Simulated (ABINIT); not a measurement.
The system is InSb3.

```
Sb In
1.0
     0.00000    3.79455    3.79455
     3.79455    0.00000    3.79455
     3.79455    3.79455    0.00000
Sb In
3 1
Direct
  0.50000 0.50000 0.50000
  0.75000 0.75000 0.75000
  0.25000 0.25000 0.25000
  0.00000 0.00000 0.00000
```

The cell comes from a database or a generator and needn't be the stable form of this composition.

Base run:

- Program: ABINIT 10.8.3 (patched build)
- Functional: LDA
- Potentials or basis: JTH PAW LDA v2.0
- Cutoff: 599 eV
- k mesh: 6 × 6 × 6
- Occupations: fermi-dirac, width 0.05 eV
- Spin: no spin polarisation

Its results: band gap on the k mesh none (metal or under the smearing width); pressure -4.2 GPa.

Question: The run is repeated on the same cell with these changes: functional from LDA to PBEsol; potentials or basis from JTH PAW LDA v2.0 to PseudoDojo NC SR PBEsol v0.4.1 standard; cutoff from 599 eV to 1088 eV. What comes out?

Answer: Band gap on the k mesh none (metal or under the smearing width); pressure -3.1 GPa.

Caveats: spin-orbit coupling is left out, which moves the levels of the heavy elements.
